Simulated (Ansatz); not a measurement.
# ZrBrF: the cost of one run

Computed with Ansatz 0.2.0 (DFT PBE, scalar-relativistic, plane waves, PAW, unless a step's input says otherwise).

## 1. The structure to begin with

It takes space group P6_3/mmc (No. 194, hexagonal). The conventional cell has a = 4.794 Å, b = 4.794 Å, c = 7.701 Å, α = 90.00°, β = 90.00°, γ = 120.00°. Around Zr (site symmetry -3m) lie 2 Br at 1.93 Å. Br (site symmetry -6m2) is surrounded by 2 Zr at 1.93 Å. F (site symmetry -6m2) is surrounded by 3 Br at 2.77 Å.

Coordinates:

```cif
data_structure
_symmetry_space_group_name_H-M 'P6_3/mmc'
_symmetry_Int_Tables_number 194
_cell_length_a 4.7940
_cell_length_b 4.7940
_cell_length_c 7.7014
_cell_angle_alpha 90.000
_cell_angle_beta 90.000
_cell_angle_gamma 120.000
_cell_volume 153.29
loop_
_atom_site_label
_atom_site_type_symbol
_atom_site_symmetry_multiplicity
_atom_site_Wyckoff_symbol
_atom_site_fract_x
_atom_site_fract_y
_atom_site_fract_z
_atom_site_occupancy
Zr1 Zr 2 a 0.00000 0.00000 0.00000 1
Br1 Br 2 b 0.00000 0.00000 0.25000 1
F1 F 2 d 0.66667 0.33333 0.25000 1
```

A structure generator made this guess: random cell by space group and Wyckoff sites (P6_3/mmc, No. 194). Its size is a rough estimate.

## 2. A first look at the guess

File input.yaml:

```yaml
crystal:
  lattice:
    - [4.79403833, 0.0, 0.0]
    - [-2.39701917, 4.15175898, 0.0]
    - [0.0, 0.0, 7.70137043]
  atoms:
    - { symbol: Zr, position: [0.0, 0.0, 0.0] }
    - { symbol: Zr, position: [0.0, 0.0, 0.5] }
    - { symbol: Br, position: [0.0, 0.0, 0.25] }
    - { symbol: Br, position: [0.0, 0.0, 0.75] }
    - { symbol: F, position: [0.66666667, 0.33333333, 0.25] }
    - { symbol: F, position: [0.33333333, 0.66666667, 0.75] }
basis:
  ecutwfc: 420
kpoints:
  mp_grid: { grid: [6, 6, 2] }
hamiltonian:
  xc: pbe
scf:
  occupations: { method: gaussian, width: 0.1 }
  lower_state_search: "off"
output:
  forces: true
  stress: true
  eigenvalues: true
```

Run with:

```sh
> ansatz run input.yaml --threads 1 --pin off --max-ram 2560MiB --backend cpu --events-out ev --progress --plain --runs-dir out
```

Q: Estimate wall time and peak memory on 1 thread of Intel Xeon Platinum 8488C (Sapphire Rapids), shared host.

About 3.3 s, with a peak of 0.48 GiB.
